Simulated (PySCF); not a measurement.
# C2H12Si3: the cost of one run

The runs use PySCF 2.14.0, with density-fitted response routines of our own; the level of theory stands in each step. All values are computed, except where a source is named. Atoms count from 0, in the outputs and in this text.

**1. Starting geometry**

17 atoms, charge 0, multiplicity 1; geometry from: GFN2-xTB.

Bonds of the start (Å): Si0–C1 1.90, C1–Si2 1.90, Si2–C3 1.90, C3–Si4 1.90, Si0–H5 1.47, Si0–H6 1.46, Si0–H7 1.47, C1–H8 1.09, C1–H9 1.09, Si2–H10 1.47, Si2–H11 1.47, C3–H12 1.09, C3–H13 1.09, Si4–H14 1.47, Si4–H15 1.46, Si4–H16 1.46.

**2. Geometry optimisation at PBE0-D3(BJ)/def2-SVP**

The job: settings as JSON, then the geometry in Å.

```
{"job": {"xc": "PBE0", "basis": "def2-SVP", "d3": "d3bj", "grid": 1, "kind": "geom"}, "charge": 0, "multiplicity": 1}
Si     2.721080    -0.451450    -0.324000
C      1.483350    -0.711360     1.090450
Si    -0.131410     0.287160     0.966500
C     -1.122840    -0.297150    -0.542850
Si    -2.753140     0.617230    -0.856300
H      3.924010    -1.255570    -0.081950
H      3.096850     0.961970    -0.400970
H      2.138440    -0.870520    -1.602500
H      1.973760    -0.462500     2.031720
H      1.239400    -1.772620     1.151730
H      0.182130     1.716800     0.847250
H     -0.924370     0.084940     2.189300
H     -1.332720    -1.362280    -0.436380
H     -0.494440    -0.203240    -1.429040
H     -3.433250     0.018150    -2.010850
H     -3.625070     0.513260     0.315730
H     -2.485600     2.028000    -1.142080
```

Q: Estimate the wall time of this first job on 8 threads of Arm Neoverse V1, shared host.

About 18 s.
